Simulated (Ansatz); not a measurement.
# NaLaMnMoO6 (P1) in Ansatz: reference runs

How does NaLaMnMoO6 come out in PBE? The cell is run as given and disturbed.

All numbers are computed with Ansatz 0.2.0; they aren't measurements. Logs are shortened: lines on timing, memory, paths and dates and some standing lists are left out, and cuts for length are marked.

## (1) The structure

The typed cell holds 10 atoms: a = 5.109 Å, b = 5.694 Å, c = 5.920 Å, α = 117.98°, β = 98.89°, γ = 92.48°.

The cell was built by a generator and needn't be a form met in nature.

## (2) Single point, PBE, collinear spin, ferromagnetic start

input.yaml reads:

```yaml
crystal:
  lattice:
    - [5.10934, -0.00669, 0.01056]
    - [-0.23945, 5.68925, 0.00703]
    - [-0.92899, -2.82542, 5.11884]
  atoms:
    - { symbol: Na, position: [0.40776, 0.38086, 0.07519] }
    - { symbol: La, position: [0.0369, 0.66325, 0.68598] }
    - { symbol: Mn, position: [0.44271, 0.04268, 0.40638], spin: 4.0 }
    - { symbol: Mo, position: [0.90251, 0.96387, 0.30442], spin: 1.0 }
    - { symbol: O, position: [0.73627, 0.69569, 0.99417] }
    - { symbol: O, position: [0.72288, 0.91846, 0.55299] }
    - { symbol: O, position: [0.70112, 0.27368, 0.37292] }
    - { symbol: O, position: [0.19224, 0.75325, 0.3666] }
    - { symbol: O, position: [0.17926, 0.03365, 0.11672] }
    - { symbol: O, position: [0.20034, 0.27462, 0.63197] }
hamiltonian:
  xc: pbe
  pseudopotentials: { kind: paw }
magnetization:
  spin_polarized: true
kpoints:
  mp_grid: { grid: [6, 6, 5] }
scf:
  occupations: { method: fermi_dirac, width: 0.05 }
output:
  forces: true
  stress: true
  eigenvalues: true
  write_density: true
  write_potential: true
  elf: true
  volumetric_format: npy
```

Potentials or basis: Ansatz PAW.

Started as:

```bash
ansatz run input.yaml --threads 8 --pin off --max-ram 20480MiB --backend cpu --events-out ev --progress --plain --runs-dir out
```

The log of the run:

```text
Warning: RAYON_NUM_THREADS=8 ignored (pool sized by the plan → 8); use --threads N
Engine: ansatz 0.2.0, aarch64-unknown-linux-gnu
Pseudopotentials: kind: paw
Pseudopotential: Na, paw, valence charge 9, recommended cutoff 420 eV (normal), Na.paw.azcp
Pseudopotential: La, paw, valence charge 11, recommended cutoff 420 eV (normal), La.paw.azcp
Pseudopotential: Mn, paw, valence charge 15, recommended cutoff 420 eV (normal), Mn.paw.azcp
Pseudopotential: Mo, paw, valence charge 14, recommended cutoff 420 eV (normal), Mo.paw.azcp
Pseudopotential: O, paw, valence charge 6, recommended cutoff 420 eV (normal), O.paw.azcp
Functional definition: PBE
  parameter kappa = 0.804
  parameter beta = 0.06672455060314922
  exchange = pbe_x(kappa = kappa, mu = beta*pi^2/3)
  correlation = pbe_c(beta = beta)
Crystal: 10 atoms, lattice volume = 148.952 Å³
Basis set: ecut = 420 eV, 2899 PW (Γ), exchange–correlation on 72×80×80 points (8 copies of the dense FFT grid, shifted against one another)
Bands: 55, of which v1, the nominal top of the filled ones, is band 43 counted from 1 (42 counted from 0)
Symmetry: 1 space group operations
Space group: P1 (ITA 1), of the structure as read, at distance tolerance 5.3e-5 Å
Magnetic group: BNS 1.1 (UNI 1), of the structure as read, at distance tolerance 5.3e-5 Å
k-points: 92 of 180 (time reversal used)
Non-local potential: Na, projectors of the file, l = 0: 3, l = 1: 2, l = 2: 1
Non-local potential: La, projectors of the file, l = 0: 3, l = 1: 2, l = 2: 2, l = 3: 3
Non-local potential: Mn, projectors of the file, l = 0: 3, l = 1: 2, l = 2: 3, l = 3: 1
Non-local potential: Mo, projectors of the file, l = 0: 3, l = 1: 2, l = 2: 2, l = 3: 1
Non-local potential: O, projectors of the file, l = 0: 2, l = 1: 2, l = 2: 1
PAW form: soft (Blöchl's): semilocal exchange-correlation on the pseudo side does not see the compensation charge
PAW one-centre angular grid: Na, 110 points (default); XC on 64 Gauss nodes
PAW one-centre angular grid: La, 590 points (default); XC on 64 Gauss nodes
PAW one-centre angular grid: Mn, 590 points (default); XC on 64 Gauss nodes
PAW one-centre angular grid: Mo, 590 points (default); XC on 64 Gauss nodes
PAW one-centre angular grid: O, 110 points (default); XC on 64 Gauss nodes
Initial density: superposition of atomic densities (chi_scale 0.1, normalization cell, long waves kept (reshape's long-wave potential 0.01 eV rms))
Starting moments: Σ|m| = 5 μB on 2 of 10 sites
Initial wavefunctions: pseudopotential atomic-orbital guess
Functional: x = pbe(κ = 0.804, μ = 0.2195149727645171), c = pbe(β = 0.06672455060314922)
SCF iter   1: F=—  HF=-20004.475602 eV  |F-HF|=—  |Δ(HF+E_count)|=         —  Δρ=6.41e-2 (↑6.41e-2 ↓5.79e-2)  dr2=3.33e1  dr2_m=4.31e-1  M=3.524 μB ∫|m|=3.808 μB  β_m=0.30  ethr=3.10e-3  ⟨swp⟩=6.0  Hψ=34455  notcnv=0
Mixer restart at iter 1: flushing history
preconditioner: auto → Kerker (q_TF=auto, 2.485 Å⁻¹)  [metal: Δε(μ)=0.001 eV  Ē_g=9.513 eV  σ=0.050 eV  W_gap=0.01  n_scr=32 (ndim 8)  ℏωp=23.4 eV  f_vac=0.036  D(μ)=5.80/eV (n_scr^D=48)]
spin=Collinear: Kerker preconditioning applied to the charge; magnetization (m = ρ↑ − ρ↓) channel mixes plain (no charge-response kernel on spin).
SCF iter   2: F=—  HF=-20005.032587 eV  |F-HF|=—  |Δ(HF+E_count)|=   5.57e-1  Δρ=3.84e-2 (↑3.84e-2 ↓3.71e-2)  dr2=1.03e1  dr2_m=6.28e-1  M=3.018 μB ∫|m|=3.565 μB  β_m=0.45  ethr=3.10e-3  ⟨swp⟩=3.1  Hψ=23845  notcnv=0
preconditioner: auto → Resta (q_TF=auto, 2.485 Å⁻¹)  ε∞=6.5  [insulator: Δε(μ)=0.272 eV  Ē_g=9.976 eV  σ=0.050 eV  W_gap=0.86  n_scr=32 (ndim 8)  ℏωp=23.4 eV  f_vac=0.040  D(μ)=0.35/eV (n_scr^D=0)  ε∞_Penn≈6.5]
spin=Collinear: Resta preconditioning applied to the charge; magnetization (m = ρ↑ − ρ↓) channel mixes plain (no charge-response kernel on spin).
SCF iter   3: F=—  HF=-20003.498315 eV  |F-HF|=—  |Δ(HF+E_count)|=    1.53e0  Δρ=1.59e-2 (↑1.59e-2 ↓1.58e-2)  dr2=1.70e0  dr2_m=8.87e-2  M=3.000 μB ∫|m|=3.648 μB  β_m=0.54  ethr=3.10e-3  ⟨swp⟩=3.1  Hψ=22087  notcnv=0  defer=73
SCF iter   4: F=—  HF=-20003.142800 eV  |F-HF|=—  |Δ(HF+E_count)|=   3.56e-1  Δρ=9.00e-3 (↑7.43e-3 ↓9.00e-3)  dr2=4.99e-1  dr2_m=6.88e-3  M=3.000 μB ∫|m|=3.770 μB  β_m=0.57  ethr=2.00e-3  ⟨swp⟩=3.9  Hψ=18793  notcnv=0  defer=270
SCF iter   5: F=—  HF=-20003.212610 eV  |F-HF|=—  |Δ(HF+E_count)|=   6.98e-2  Δρ=5.35e-3 (↑4.02e-3 ↓5.35e-3)  dr2=1.54e-1  dr2_m=2.98e-3  M=3.000 μB ∫|m|=3.803 μB  β_m=0.70  ethr=5.87e-4  ⟨swp⟩=3.2  Hψ=16834  notcnv=0  defer=311
SCF iter   6: F=—  HF=-20003.258785 eV  |F-HF|=—  |Δ(HF+E_count)|=   4.62e-2  Δρ=2.45e-3 (↑2.44e-3 ↓2.45e-3)  dr2=3.45e-2  dr2_m=1.06e-3  M=3.000 μB ∫|m|=3.854 μB  β_m=0.73  ethr=1.81e-4  ⟨swp⟩=3.9  Hψ=19881  notcnv=0  defer=322
SCF iter   7: F=—  HF=-20003.260069 eV  |F-HF|=—  |Δ(HF+E_count)|=   1.28e-3  Δρ=1.34e-3 (↑1.34e-3 ↓1.23e-3)  dr2=1.23e-2  dr2_m=6.05e-5  M=3.000 μB ∫|m|=3.864 μB  β_m=0.71  ethr=4.06e-5  ⟨swp⟩=2.2  Hψ=17718  notcnv=0  defer=332
SCF iter   8: F=—  HF=-20003.264043 eV  |F-HF|=—  |Δ(HF+E_count)|=   3.97e-3  Δρ=7.06e-4 (↑7.06e-4 ↓6.82e-4)  dr2=3.07e-3  dr2_m=2.29e-5  M=3.000 μB ∫|m|=3.870 μB  β_m=0.78  ethr=1.45e-5  ⟨swp⟩=2.0  Hψ=16268  notcnv=0  defer=332
SCF iter   9: F=—  HF=-20003.265447 eV  |F-HF|=—  |Δ(HF+E_count)|=   1.40e-3  Δρ=3.70e-4 (↑3.51e-4 ↓3.70e-4)  dr2=7.99e-4  dr2_m=1.39e-5  M=3.000 μB ∫|m|=3.869 μB  β_m=0.77  ethr=3.61e-6  ⟨swp⟩=2.0  Hψ=15559  notcnv=0  defer=332
SCF iter  10: F=—  HF=-20003.265766 eV  |F-HF|=—  |Δ(HF+E_count)|=   3.19e-4  Δρ=3.18e-4 (↑3.18e-4 ↓2.61e-4)  dr2=4.49e-4  dr2_m=4.03e-6  M=3.000 μB ∫|m|=3.868 μB  β_m=0.67  ethr=9.40e-7  ⟨swp⟩=2.0  Hψ=17807  notcnv=0  defer=340
SCF iter  11: F=—  HF=-20003.265798 eV  |F-HF|=—  |Δ(HF+E_count)|=   3.19e-5  Δρ=8.17e-5 (↑8.17e-5 ↓7.77e-5)  dr2=4.40e-5  dr2_m=1.10e-6  M=3.000 μB ∫|m|=3.869 μB  β_m=0.65  ethr=5.28e-7  ⟨swp⟩=2.0  Hψ=17843  notcnv=0  defer=340
SCF iter  12: F=—  HF=-20003.265836 eV  |F-HF|=—  |Δ(HF+E_count)|=   3.85e-5  Δρ=4.99e-5 (↑4.99e-5 ↓3.72e-5)  dr2=1.56e-5  dr2_m=3.04e-7  M=3.000 μB ∫|m|=3.868 μB  β_m=0.76  ethr=5.18e-8  ⟨swp⟩=2.0  Hψ=17397  notcnv=0  defer=340
SCF iter  13: F=—  HF=-20003.265850 eV  |F-HF|=—  |Δ(HF+E_count)|=   1.40e-5  Δρ=2.64e-5 (↑2.60e-5 ↓2.64e-5)  dr2=4.57e-6  dr2_m=2.68e-8  M=3.000 μB ∫|m|=3.868 μB  β_m=0.73  ethr=1.84e-8  ⟨swp⟩=2.0  Hψ=13948  notcnv=0  defer=340
SCF iter  14: F=—  HF=-20003.265853 eV  |F-HF|=—  |Δ(HF+E_count)|=   2.45e-6  Δρ=1.49e-5 (↑1.47e-5 ↓1.49e-5)  dr2=1.45e-6  dr2_m=5.17e-9  M=3.000 μB ∫|m|=3.868 μB  β_m=0.80  ethr=5.38e-9  ⟨swp⟩=2.0  Hψ=13958  notcnv=0  defer=340
SCF iter  15: F=—  HF=-20003.265853 eV  |F-HF|=—  |Δ(HF+E_count)|=   5.69e-7  Δρ=7.60e-6 (↑7.60e-6 ↓7.28e-6)  dr2=3.53e-7  dr2_m=6.92e-10  M=3.000 μB ∫|m|=3.868 μB  β_m=0.74  ethr=1.70e-9  ⟨swp⟩=2.0  Hψ=13904  notcnv=0  defer=340
SCF iter  16: F=—  HF=-20003.265854 eV  |F-HF|=—  |Δ(HF+E_count)|=   5.35e-8  Δρ=3.72e-6 (↑3.42e-6 ↓3.72e-6)  dr2=7.81e-8  dr2_m=3.04e-10  M=3.000 μB ∫|m|=3.868 μB  β_m=0.65  ethr=4.15e-10  ⟨swp⟩=2.0  Hψ=14510  notcnv=0  defer=340
SCF iter  17: F=-20003.265853 eV  HF=-20003.265854 eV  |F-HF|=4.44e-8  |Δ(HF+E_count)|=   1.84e-8  Δρ=3.42e-6 (↑2.89e-6 ↓3.42e-6)  dr2=6.13e-8  dr2_m=3.92e-10  M=3.000 μB ∫|m|=3.868 μB  ethr=9.19e-11  ⟨swp⟩=13.9  Hψ=71006  notcnv=0
SCF 1 converged in 17 iterations: F = -20003.265853 eV  dr2 = 6.13e-8
SCF converged after 17 iterations
Magnetization: 3.0000 μB (44.0000 up, 41.0000 down)
Absolute magnetization: 3.8826 μB (∫|ρ↑−ρ↓|, with the PAW one-centre terms)
Spin contamination: 0.2517 ħ² per cell (⟨S²⟩ above its minimum at these occupations)
Per-site moments (μB) at R_I (Å): [(0.00036841186345978996, 0.982852525109752), (0.00800796814570399, 0.9474607069591875), (2.6406854865862712, 0.7807905289256419), (-0.16310081596350495, 0.7379733920504513), (0.022441576365412115, 0.7379733920504513), (0.003476398226729929, 0.7807905289256419), (0.0010071600756620227, 0.7921073246187992), (0.0020847105926652394, 0.8008459400884357), (0.013026539132809356, 0.8201561301058808), (0.07574522805020124, 0.8310924993917449)]
Free energy (F): -20003.265853 eV
Harris-Foulkes:  -20003.265854 eV  (|F-HF|=4.44e-8)
Internal energy: -20003.265826 eV  (E = F + TS)
E sigma→0 (E₀):  -20003.265840 eV
Entropy (-TS):   -0.000028 eV (-0.003 meV/atom)
Fermi energy:    8.680339 eV
--- Per-component energies (eV) ---
  E_band       = -872.333236
  E_kinetic    = 2102.270601
  E_local      = -9061.464999  (includes V_loc(G=0)·N_el)
  E_nonlocal   = 882.200009
  E_hartree    = 3548.147032
  E_xc         = -917.610794
  E_vxc        = -1135.950130  (∫ρ·V_xc dr)
  E_paw        = -11126.942122  (= ΣΔE_a)
  E_vpaw       = -755.707119  (= ΣTr[D̂ρ^β])
  E_aug_tail   = 0.014630  (compensation charges beyond the density's cutoff)
  E_ewald      = -5429.880184
  E_smearing   = -0.000028  (= −TS)
  E_closure    = -0.000000  (closes the sum)
  Σ components = -20003.265853   (vs F -20003.265853, Δ=0.00e0)
--- Forces (eV/Å), atoms counted from 1 ---
  atom   1  Na    -0.00099861     0.00033239    -0.00003336
  atom   2  La     0.00049674     0.00087631     0.00035952
  atom   3  Mn    -0.00029869     0.00064792    -0.00011107
  atom   4  Mo     0.00046704    -0.00218208     0.00191508
  atom   5  O     -0.00173630    -0.00141875    -0.00323436
  atom   6  O     -0.00009643     0.00017611    -0.00044964
  atom   7  O     -0.00090033     0.00063971    -0.00018553
  atom   8  O      0.00053382    -0.00021081    -0.00028203
  atom   9  O      0.00120304     0.00027942     0.00158655
  atom  10  O      0.00135966     0.00086153     0.00040535
  max |Σ_I F_I| component: 2.99e-5 eV/Å
--- Stress (GPa, compression-positive) ---
       -0.020802      -0.000919       0.017751
       -0.000913      -0.028459       0.015064
        0.017759       0.015067       0.027794
  P = ⅓ Tr σ = -0.0072 GPa (-0.072 kbar)
--- Band table (eV; the first three rows and the last of 184) ---
  k-point 0 ↑: bands = ["-73.2059", "-54.3117", "-43.0028", "-42.1218", "-41.9561", "-41.7487", "-28.8643", "-28.2817", "-28.2522", "-23.4207", "-14.9523", "-14.9314", "-14.9082", "-10.8800", "-10.5911", "-10.5407", "-10.0269", "-9.9213", "-9.7384", "-6.8011", "-6.6919", "-6.4036", "1.6348", "1.9026", "2.4237", "2.4718", "2.6777", "2.8460", "3.2610", "3.7703", "3.9101", "4.0933", "4.1673", "4.3635", "4.6771", "4.9688", "5.1286", "5.2945", "5.6712", "6.1178", "6.5784", "6.7811", "7.0595", "7.6572", "9.2083", "9.7420", "10.1930", "10.2097", "11.1851", "11.4340", "11.4914", "11.5505", "11.6074", "11.6424", "11.6922"]
  k-point 1 ↑: bands = ["-73.2059", "-54.3117", "-43.0028", "-42.1218", "-41.9561", "-41.7487", "-28.8646", "-28.2817", "-28.2522", "-23.4194", "-14.9524", "-14.9314", "-14.9084", "-11.0096", "-10.5775", "-10.4556", "-10.0452", "-9.9060", "-9.6796", "-6.8237", "-6.6812", "-6.4060", "1.6607", "1.8859", "2.3228", "2.4640", "2.6602", "2.8607", "3.3318", "3.6849", "3.9030", "4.1387", "4.1791", "4.4209", "4.6717", "4.9820", "5.1762", "5.2684", "5.6297", "6.1155", "6.5302", "6.8138", "7.0333", "7.6746", "9.1501", "9.7335", "10.0842", "10.1945", "11.3783", "11.4423", "11.5050", "11.5616", "11.6305", "11.6640", "11.7106"]
  k-point 2 ↑: bands = ["-73.2059", "-54.3117", "-43.0028", "-42.1218", "-41.9561", "-41.7487", "-28.8651", "-28.2817", "-28.2523", "-23.4172", "-14.9526", "-14.9313", "-14.9088", "-11.1461", "-10.5460", "-10.4031", "-10.0876", "-9.8814", "-9.5656", "-6.8612", "-6.6756", "-6.4006", "1.6808", "1.8725", "2.2411", "2.3940", "2.6299", "2.8805", "3.4378", "3.6618", "3.8799", "4.0670", "4.2772", "4.4244", "4.7180", "5.0113", "5.0508", "5.3984", "5.6163", "6.0825", "6.4597", "6.8585", "7.0162", "7.6803", "9.1069", "9.6529", "9.9213", "10.1643", "11.4582", "11.4976", "11.5115", "11.5839", "11.6414", "11.7170", "11.7847"]
  k-point 91 ↓: bands = ["-69.8132", "-54.5265", "-43.0026", "-38.9951", "-38.7867", "-38.1070", "-28.9422", "-28.6125", "-28.5536", "-23.4059", "-14.9530", "-14.9317", "-14.9082", "-10.8195", "-10.5809", "-10.4694", "-10.1692", "-9.9010", "-9.5113", "-6.8501", "-6.6775", "-6.2790", "2.1054", "2.2703", "2.3259", "2.8169", "2.9561", "3.2250", "3.3358", "3.4199", "3.7584", "4.1920", "4.4259", "4.6490", "4.7974", "5.1327", "5.4562", "5.6995", "5.7702", "6.0980", "8.2030", "9.4274", "9.4658", "9.5908", "9.7482", "10.0884", "10.7150", "10.8909", "11.4142", "11.4893", "11.5651", "11.6168", "11.6808", "11.7215", "11.7751"]
```

It took 62 s on 8 threads of Arm Neoverse V1, shared host; peak memory 1.4 GiB.

Results:

```
Free energy            : -20003.2659 eV
Pressure               : 0.0 GPa
Largest force          : 0.004 eV/Å
Band gap on the k mesh : 0.86 eV, indirect (least direct gap 1.11 eV)
Net moment             : 3.00 μB per cell
Absolute moment        : 3.88 μB per cell
Site moments           : Na +0.00; La +0.01; Mn +2.64; Mo -0.16; O +0.02, +0.00, +0.01, +0.08 μB
```

Forces on the atoms (eV/Å):
```
Na  -0.001  0.000  0.000
La   0.000  0.001  0.000
Mn   0.000  0.001  0.000
Mo   0.000 -0.002  0.002
O   -0.002 -0.001 -0.003
O    0.000  0.000  0.000
O   -0.001  0.001  0.000
O    0.001  0.000  0.000
O    0.001  0.000  0.002
O    0.001  0.001  0.000
```

Levels at points of the mesh, in eV from the valence-band top:
Spin up:
| k point | band 40 | band 41 | band 42 | band 43 | band 44 | band 45 | band 46 | band 47 | band 48 | band 49 |
| --- | --- | --- | --- | --- | --- | --- | --- | --- | --- | --- |
| (0.00, 0.00, 0.00) | -2.13 | -1.67 | -1.47 | -1.19 | -0.59 | 0.96 | 1.49 | 1.94 | 1.96 | 2.93 |
| (0.00, -0.50, 0.00) | -2.20 | -1.70 | -1.40 | -1.21 | -0.58 | 0.97 | 1.37 | 1.71 | 1.86 | 3.22 |
| (-0.50, 0.00, 0.00) | -2.29 | -1.59 | -1.37 | -1.25 | -0.43 | 1.22 | 1.28 | 1.47 | 1.57 | 3.14 |
| (-0.50, -0.50, 0.00) | -2.24 | -1.56 | -1.28 | -1.18 | -0.44 | 1.13 | 1.34 | 1.45 | 1.69 | 3.16 |
Spin down:
| k point | band 37 | band 38 | band 39 | band 40 | band 41 | band 42 | band 43 | band 44 | band 45 | band 46 |
| --- | --- | --- | --- | --- | --- | --- | --- | --- | --- | --- |
| (0.00, 0.00, 0.00) | -2.88 | -2.85 | -2.42 | -2.03 | -0.41 | 1.03 | 1.19 | 1.50 | 1.71 | 1.86 |
| (0.00, -0.50, 0.00) | -2.93 | -2.76 | -2.64 | -2.05 | -0.47 | 0.92 | 1.13 | 1.50 | 1.63 | 1.87 |
| (-0.50, 0.00, 0.00) | -2.81 | -2.59 | -2.49 | -2.14 | 0.00 | 1.12 | 1.28 | 1.37 | 1.50 | 1.72 |
| (-0.50, -0.50, 0.00) | -2.92 | -2.52 | -2.44 | -2.03 | -0.04 | 1.18 | 1.24 | 1.34 | 1.48 | 1.78 |

Caveat: odd divisions of the mesh miss points on the zone boundary, where band edges often lie, so the gap on the mesh can be too wide; the pressure holds a Pulay correction of +0.5 GPa for the finite cutoff; spin-orbit coupling is left out, which moves the levels of the heavy elements; a cell with one magnetic atom can't hold antiferromagnetic order, which such compounds often take; the starting moments weren't kept.

(Part 1 of 2 ends here.)
